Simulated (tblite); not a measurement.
# C5H13FSSi: the cost of one run

The runs use tblite 0.8.0 and PySCF 2.14.0, with density-fitted response routines of our own; the level of theory stands in each step. All values are computed, except where a source is named. Atoms count from 0, in the outputs and in this text.

## Step 1: The starting structure

21 atoms, charge 0, multiplicity 1; geometry from: force field or distance geometry start.

Bonds of the start (Å): C0–C1 1.52, C1–S2 1.80, S2–Si3 2.15, Si3–F4 1.66, Si3–C5 1.87, C5–C6 1.51, C5–C7 1.50, C0–H8 1.10, C0–H9 1.11, C0–H10 1.12, C1–H11 1.13, C1–H12 1.09, Si3–H13 1.48, C5–H14 1.12, C6–H15 1.11, C6–H16 1.10, C6–H17 1.10, C7–H18 1.10, C7–H19 1.10, C7–H20 1.11.

## Step 2: Geometry optimisation with GFN2-xTB

The job: settings as JSON, then the geometry in Å.

```
{"job": {"kind": "relax", "xc": "GFN2-xTB", "basis": "xTB"}, "charge": 0, "multiplicity": 1}
C      3.332400     0.628000    -0.046500
C      2.824300    -0.805500    -0.023300
S      1.352900    -0.896700     1.008200
Si    -0.452000    -1.091000    -0.152500
F     -0.168400    -1.220400    -1.783700
C     -1.545900     0.368100     0.275400
C     -2.007600     1.044900    -0.998200
C     -2.677000    -0.102200     1.138800
H      3.537600     0.877600    -1.097200
H      4.234400     0.719500     0.588500
H      2.550200     1.308600     0.384300
H      3.616700    -1.401600     0.513400
H      2.681100    -1.180000    -1.031600
H     -1.106600    -2.330700     0.309800
H     -0.952800     1.126600     0.841900
H     -3.111400     0.970000    -1.044100
H     -1.742200     2.111400    -1.038900
H     -1.539800     0.537100    -1.855400
H     -3.075200    -1.041600     0.719800
H     -2.292000    -0.280600     2.156300
H     -3.467800     0.675400     1.134700
```

Run with:

```
> OMP_NUM_THREADS=1 python probes_run.py task.json out
```

One launch serves the whole session: the jobs run in the order shown.

**Question.** How long does this first job take on 1 thread of Arm Neoverse N1, shared host?

About 3.2 s.
